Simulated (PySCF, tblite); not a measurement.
# C₃H₆Ge: geometry, infrared bands, NMR shifts and spin-spin couplings

What infrared bands, NMR shifts and spin-spin couplings should C₃H₆Ge (`[GeH3][CH]1C=C1`) show?

The runs use tblite 0.8.0 and PySCF 2.14.0, with density-fitted response routines of our own; the level of theory stands in each step. All values are computed, except where a source is named. Atoms count from 0, in the outputs and in this text.

**1. The molecule as given**

10 atoms, charge 0, multiplicity 1; geometry from: force field or distance geometry start.

Bonds of the start (Å): Ge0–C1 1.96, C1–C2 1.39, C2–C3 1.44, C3–C1 1.40, Ge0–H4 1.54, Ge0–H5 1.55, Ge0–H6 1.55, C1–H7 1.10, C2–H8 1.09, C3–H9 1.10.

**2. Geometry optimisation with GFN2-xTB**

The job: settings as JSON, then the geometry in Å.

```
{"job": {"kind": "relax", "xc": "GFN2-xTB", "basis": "xTB"}, "charge": 0, "multiplicity": 1}
Ge     1.345600    -0.046700    -0.428200
C     -0.464200     0.586500    -0.031900
C     -1.425100    -0.407200    -0.203500
C     -0.999300    -0.006000     1.114100
H      1.604200     0.115400    -1.937800
H      1.471200    -1.538000    -0.037300
H      2.365400     0.800000     0.368300
H     -0.782900     1.627300    -0.215100
H     -2.049600    -1.013000    -0.856500
H     -1.056400    -0.113600     2.205400
```

Run with:

```bash
$ OMP_NUM_THREADS=1 python probes_run.py task.json out
```

The driver reads the jobs from task.json and runs them one after another.

Standard output:

```text
step      E/eV     max force
  0    -305.61188    6.844
  1    -306.66518    1.589
  2    -306.75901    2.552
  3    -306.83488    0.757
  4    -306.85965    0.508
  5    -306.90260    0.702
  6    -306.92927    0.809
  7    -306.95412    0.385
  8    -306.96210    0.265
  9    -306.96935    0.267
 10    -306.97688    0.371
 11    -306.98390    0.276
 12    -306.98819    0.165
 13    -306.99058    0.135
 14    -306.99239    0.195
 15    -306.99433    0.166
 16    -306.99583    0.092
 17    -306.99685    0.078
 18    -306.99790    0.147
 19    -306.99929    0.174
 20    -307.00086    0.129
 21    -307.00227    0.101
 22    -307.00335    0.097
 23    -307.00421    0.128
 24    -307.00510    0.111
 25    -307.00597    0.082
 26    -307.00660    0.065
 27    -307.00701    0.061
 28    -307.00733    0.058
 29    -307.00767    0.080
 30    -307.00801    0.080
 31    -307.00821    0.046
 32    -307.00826    0.013
 33    -307.00827    0.004
```

It took 0.21 s on 1 thread of Arm Neoverse N1, shared host.

Along the way: (not every step is listed)

```csv
step,energy from step 0 (eV),largest force (eV/Å)
0,0.0000,6.8438
1,-1.0533,1.5886
2,-1.1471,2.5520
3,-1.2230,0.7572
4,-1.2478,0.5082
5,-1.2907,0.7018
6,-1.3174,0.8088
7,-1.3422,0.3849
8,-1.3502,0.2649
10,-1.3650,0.3712
12,-1.3763,0.1652
14,-1.3805,0.1953
16,-1.3840,0.0924
18,-1.3860,0.1474
20,-1.3890,0.1289
22,-1.3915,0.0971
24,-1.3932,0.1111
26,-1.3947,0.0648
28,-1.3955,0.0576
29,-1.3958,0.0804
30,-1.3961,0.0797
31,-1.3963,0.0462
32,-1.3964,0.0135
33,-1.3964,0.0041
```

Distances of close pairs at the start and the end, largest changes first:

```csv
bond,before (Å),after (Å),change (Å)
C2–C3,1.442,1.294,-0.148
C1–C2,1.393,1.509,+0.116
C1–C3,1.397,1.510,+0.113
Ge0–H5,1.547,1.495,-0.051
Ge0–H6,1.546,1.497,-0.049
Ge0–H4,1.540,1.497,-0.043
C3–H9,1.098,1.062,-0.036
C2–H8,1.088,1.062,-0.026
```

The next job starts from the end point, and lists it.

**3. Infrared spectrum with GFN2-xTB**

The job: settings as JSON, then the geometry in Å.

```
{"job": {"kind": "ir", "xc": "GFN2-xTB", "basis": "xTB"}, "charge": 0, "multiplicity": 1}
Ge     1.425229    -0.007650    -0.466200
C     -0.405516     0.534835    -0.026194
C     -1.564387    -0.431301    -0.069387
C     -1.176959    -0.083271     1.114659
H      1.730926     0.157843    -1.922465
H      1.657640    -1.443669    -0.119931
H      2.448683     0.801696     0.267966
H     -0.628364     1.578128    -0.260048
H     -2.210924    -0.975148    -0.712917
H     -1.267445    -0.126809     2.171990
```

Standard output:

```text
mode    cm-1     km/mol
  1      60.8      0.05
  2     216.2      0.95
  3     227.4      0.00
  4     456.2     47.40
  5     511.8    101.47
  6     598.6     70.41
  7     667.1      0.41
  8     732.1      4.87
  9     779.0    484.15
 10     821.2     11.64
 11     855.4    113.77
 12     873.4    126.45
 13     917.6      1.19
 14     930.9      6.30
 15    1019.0     10.10
 16    1171.5      8.81
 17    1271.5     31.51
 18    1777.1      5.06
 19    1970.9    173.36
 20    2053.5    497.46
 21    2068.2    509.35
 22    2896.8     85.43
 23    3217.3      6.14
 24    3242.9      6.58
```

Run time: 0.27 s. Hardware: 1 thread of Arm Neoverse N1, shared host.

The strongest bands and the atoms that carry them (share of the mass-weighted mode):

```csv
cm⁻¹,km/mol,atoms
512,101.5,"H4 34 %, H6 34 %"
779,484.1,"H5 35 %, H4 30 %, H6 30 %"
855,113.8,"H5 52 %, H6 22 %, H4 22 %"
873,126.5,"H4 44 %, H6 44 %"
1971,173.4,"H4 36 %, H6 35 %, H5 29 %"
2054,497.5,"H6 49 %, H4 49 %"
2068,509.4,"H5 70 %, H4 14 %, H6 14 %"
2897,85.4,H7 93 %
```

**4. Nuclear shieldings: PBE0/pcSseg-1**

Same as in step 3 but for these lines:

```diff
@@ -1,2 +1,2 @@
-{"job": {"kind": "ir", "xc": "GFN2-xTB", "basis": "xTB"}, "charge": 0, "multiplicity": 1}
+{"job": {"kind": "nmr", "xc": "PBE0", "basis": "pcSseg-1"}, "charge": 0, "multiplicity": 1}
 Ge     1.425229    -0.007650    -0.466200
```

Level: GIAO PBE0/pcSseg-1 NMR shielding, non-relativistic, gas phase.

Standard output:

```text
coarse grid: 37792 points
cycle   1  E = -2194.1201662208  dE = -1.793e-01  |g| = 8.499e-01  |ddm| = 2.925e+00
cycle   2  E = -2194.1046371865  dE =  1.553e-02  |g| = 8.336e-01  |ddm| = 7.994e-01
cycle   3  E = -2194.1700064595  dE = -6.537e-02  |g| = 8.801e-02  |ddm| = 5.279e-01
cycle   4  E = -2194.1711868987  dE = -1.180e-03  |g| = 2.793e-02  |ddm| = 8.948e-02
cycle   5  E = -2194.1713738135  dE = -1.869e-04  |g| = 5.357e-03  |ddm| = 2.685e-02
cycle   6  E = -2194.1713806856  dE = -6.872e-06  |g| = 8.069e-04  |ddm| = 7.317e-03
final grid: 78896 points
cycle   7  E = -2194.1713846586  dE =  1.291e-10  |g| = 9.274e-04  |ddm| = 2.526e-03
cycle   8  E = -2194.1713845862  dE =  7.243e-08  |g| = 1.180e-03  |ddm| = 2.310e-03
cycle   9  E = -2194.1713848681  dE = -2.819e-07  |g| = 8.080e-05  |ddm| = 1.143e-03
cycle  10  E = -2194.1713848694  dE = -1.292e-09  |g| = 2.616e-05  |ddm| = 9.706e-05
cycle  11  E = -2194.1713848696  dE = -1.892e-10  |g| = 3.896e-06  |ddm| = 2.226e-05
converged SCF energy = -2194.1713848696

GIAO shielding tensors (ppm)
atom      isotropic    diamagn.    paramagn.     s11        s22        s33       span
  0 Ge    1552.498    2754.383   -1201.886   1443.220   1512.137   1702.136    258.916
  1 C      182.952     243.712     -60.760    138.577    151.134    259.145    120.569
  2 C       64.557     255.011    -190.453    -84.784     96.104    182.352    267.136
  3 C       64.555     254.997    -190.442    -84.815     96.122    182.358    267.173
  4 H       27.990      28.750      -0.761     21.553     22.996     39.419     17.866
  5 H       28.852      28.777       0.076     23.009     23.513     40.035     17.026
  6 H       27.990      28.751      -0.761     21.554     22.995     39.420     17.867
  7 H       30.660      29.497       1.163     22.828     27.355     41.797     18.970
  8 H       24.248      32.074      -7.826     20.662     25.392     26.690      6.028
  9 H       24.246      32.069      -7.823     20.658     25.389     26.690      6.032
```

Run time: 17 s. Hardware: 1 thread of Arm Neoverse N1, shared host; peak memory 0.58 GiB.

Shifts follow as δ = σ(reference) − σ, with reference shieldings (ppm) from runs at the same level and on the same kind of geometry: ¹H TMS 31.72, ¹³C TMS 186.9, ⁷³Ge GeMe4 1331. The references are single molecules in the gas phase. Atoms listed in one row are averaged.

```csv
atoms,environment,σ (ppm),δ (ppm)
"C2, C3",alkene CH,64.6,122.4
C1,three-membered-ring carbon,183.0,4.0
"H8, H9",hydrogen on an alkene CH,24.25,7.47
"H4, H5, H6",hydrogen on a germanium bonded to C,28.28,3.44
H7,hydrogen on a three-membered-ring carbon,30.66,1.06
Ge0,"germanium bonded to C, 3 H",1552,-222
```

Charges from the same density, by scheme (e):

```csv
atoms,Mulliken,IAO,Hirshfeld,ESP fit
Ge0,0.33,0.46,0.28,0.24
C1,-0.45,-0.36,-0.13,-0.07
"C2, C3",-0.05,-0.14,-0.04,-0.22
```

Mayer bond orders: Ge0–C1 0.88, C1–C2 0.89, C2–C3 1.75, C3–C1 0.89.

Ring of atoms C1, C2, C3: NICS(0) -28.3, NICS(1) -5.5, NICS(1)zz -12.9 ppm (means of both faces).

In rings of three or four atoms NICS is ruled by the nearby σ bonds, so it says little on aromaticity.

**5. Indirect couplings: B3LYP/pcSseg-1+pcJ-1**

Same as in step 4 but for these lines:

```diff
@@ -1,2 +1,2 @@
-{"job": {"kind": "nmr", "xc": "PBE0", "basis": "pcSseg-1"}, "charge": 0, "multiplicity": 1}
+{"job": {"kind": "j", "xc": "B3LYP", "basis": "pcJ-1"}, "charge": 0, "multiplicity": 1}
 Ge     1.425229    -0.007650    -0.466200
```

Method: B3LYP/pcJ-1 Ge:pcSseg-1 indirect spin-spin coupling, non-relativistic, gas phase.

Standard output:

```text
coarse grid: 37792 points
cycle   1  E = -2194.5940530142  dE = -2.077e-01  |g| = 9.289e-01  |ddm| = 2.737e+00
cycle   2  E = -2194.5608101281  dE =  3.324e-02  |g| = 9.718e-01  |ddm| = 9.286e-01
cycle   3  E = -2194.6559107005  dE = -9.510e-02  |g| = 1.078e-01  |ddm| = 6.579e-01
cycle   4  E = -2194.6578662609  dE = -1.956e-03  |g| = 4.291e-02  |ddm| = 1.223e-01
cycle   5  E = -2194.6582889829  dE = -4.227e-04  |g| = 7.155e-03  |ddm| = 3.910e-02
cycle   6  E = -2194.6583016231  dE = -1.264e-05  |g| = 1.322e-03  |ddm| = 9.847e-03
cycle   7  E = -2194.6583020755  dE = -4.524e-07  |g| = 4.158e-04  |ddm| = 1.735e-03
final grid: 78896 points
cycle   8  E = -2194.6582914681  dE = -2.638e-09  |g| = 4.929e-04  |ddm| = 1.270e-03
cycle   9  E = -2194.6582914427  dE =  2.544e-08  |g| = 6.159e-04  |ddm| = 9.476e-04
cycle  10  E = -2194.6582915162  dE = -7.346e-08  |g| = 7.029e-05  |ddm| = 5.194e-04
cycle  11  E = -2194.6582915174  dE = -1.207e-09  |g| = 1.165e-05  |ddm| = 5.771e-05
cycle  12  E = -2194.6582915174  dE = -3.092e-11  |g| = 3.251e-06  |ddm| = 1.298e-05
converged SCF energy = -2194.6582915174

Indirect spin-spin couplings (Hz)
  i      j    bonds     total        FC       PSO       DSO        SD
  1 C    2 C    1      8.155     8.858    -0.929     0.226         -
  1 C    3 C    1      8.144     8.846    -0.928     0.226         -
  1 C    4 H    2     10.116    10.701     0.047    -0.632         -
  1 C    5 H    2      5.887     6.395     0.116    -0.624         -
  1 C    6 H    2     10.107    10.692     0.048    -0.632         -
  1 C    7 H    1    171.513   169.681     0.564     1.268         -
  1 C    8 H    2      3.748     3.480     0.732    -0.463         -
  1 C    9 H    2      3.748     3.479     0.732    -0.463         -
  2 C    3 C    1     71.504    77.292    -5.952     0.165         -
  2 C    4 H    3      0.618     0.862     0.096    -0.340         -
  2 C    5 H    3      0.366     0.329     0.056    -0.019         -
  2 C    6 H    3      6.605     7.116     0.201    -0.712         -
  2 C    7 H    2     -1.379    -1.453     0.299    -0.224         -
  2 C    8 H    1    243.201   243.550    -1.151     0.802         -
  2 C    9 H    2      4.055     4.259     0.689    -0.892         -
  3 C    4 H    3      6.612     7.123     0.201    -0.712         -
  3 C    5 H    3      0.367     0.329     0.056    -0.019         -
  3 C    6 H    3      0.616     0.860     0.096    -0.341         -
  3 C    7 H    2     -1.375    -1.450     0.298    -0.224         -
  3 C    8 H    2      4.052     4.256     0.689    -0.893         -
  3 C    9 H    1    243.241   243.591    -1.152     0.802         -
  4 H    5 H    2      3.804     7.111     1.190    -4.497         -
  4 H    6 H    2      3.678     6.771     1.170    -4.263         -
  4 H    7 H    3     -1.714    -1.028     0.400    -1.087         -
  4 H    8 H    4      0.503     0.839     0.441    -0.777         -
  4 H    9 H    4     -1.134     0.212     1.185    -2.531         -
  5 H    6 H    2      3.799     7.104     1.189    -4.493         -
  5 H    7 H    3      7.842    10.127     1.741    -4.026         -
  6 H    7 H    3     -1.717    -1.029     0.401    -1.088         -
  6 H    8 H    4     -1.137     0.211     1.185    -2.532         -
  6 H    9 H    4      0.501     0.838     0.441    -0.778         -
  7 H    8 H    3     -1.610    -1.771     1.878    -1.717         -
  7 H    9 H    3     -1.616    -1.777     1.877    -1.716         -
  8 H    9 H    3      1.819     1.752     2.686    -2.618         -
```

Wall time 30 s (1 thread of Arm Neoverse N1, shared host); peak memory 0.8 GiB.

A choice of the couplings up to four bonds, sorted by the number of bonds, with means over like pairs; isotopes 13C, 1H:

```csv
pair,bonds,J (Hz),Fermi contact (Hz),dihedral (°)
C2–H8,1,243.2,243.6,–
C1–H7,1,171.5,169.7,–
C2–C3,1,71.5,77.3,–
C1–C2,1,8.1,8.9,–
C1–H4,2,8.7,9.3,–
C2–H9,2,4.1,4.3,–
H4–H5,2,3.8,7.0,–
C1–H8,2,3.7,3.5,–
C2–H7,2,-1.4,-1.5,–
C2–H4,3,2.5,2.8,–
H8–H9,3,1.8,1.8,0
H7–H8,3,-1.6,-1.8,76
H4–H7,3,1.5,2.7,–
```

The spin-dipole term was not solved, so all couplings lack that part.

The response was solved for the nuclei of C, H alone, so couplings that need other nuclei can be missing.

Quadrupole couplings from the field gradients of the same density:

```csv
atom,isotope,eQq/h (MHz),η
Ge0,73Ge,-5.159,0.87
```

Joined with the shifts from before (PBE0/pcSseg-1, unscaled), the couplings predict the line list below for 300 MHz.

¹H NMR δ 7.47 (d, J = 1.6 Hz, 2H), 3.44 (d, J = 1.5 Hz, 3H), 1.06 (sext, J = 1.5 Hz, 1H). The letters are first-order; like nuclei with unlike couplings give more lines.

**6. Summary of results**

| quantity | value |
| --- | --- |
| strongest single infrared mode (GFN2-xTB) | 2068 cm⁻¹, 509 km/mol |
| zero-point energy (GFN2-xTB) | 41.9 kcal/mol |
| ¹³C shifts against TMS (PBE0/pcSseg-1, means over atoms taken as alike) | 122.4, 4.0 ppm |
| ¹H shifts against TMS (PBE0/pcSseg-1, means over atoms taken as alike) | 7.47, 3.44, 1.06 ppm |
| ⁷³Ge shifts against GeMe4 (PBE0/pcSseg-1) | -222 ppm |
| largest coupling of the table (B3LYP/pcSseg-1+pcJ-1) | ¹J(C,H) C2–H8, 243.2 Hz |

The optimisation took 33 steps and gained 1.396 eV; among the close pairs (by a distance rule), C2–C3 changed most, from 1.442 to 1.294 Å. All 24 modes are real, so the xTB geometry is a minimum. The strongest single mode, at 2068 cm⁻¹, moves mainly H5. GFN2-xTB is a fitted tight-binding method: band positions and strengths are rough. Its intensities can rank the bands wrongly. The most deshielded carbon is C2, C3 (mean) (alkene CH), at 122.4 ppm: the olefinic region. The most deshielded hydrogen is H8, H9 (mean) (hydrogen on an alkene CH), at 7.47 ppm: olefinic region. In the run at B3LYP/pcSseg-1+pcJ-1, the largest coupling of the table is C2–H8 (mean over like pairs), 243.2 Hz, of which the Fermi-contact term gives 243.6 Hz. Couplings across rotatable bonds belong to this one conformer; where others are populated, the observed values are averages. Spin-orbit coupling is left out, which matters for shieldings and couplings at and beside the heavy atoms.
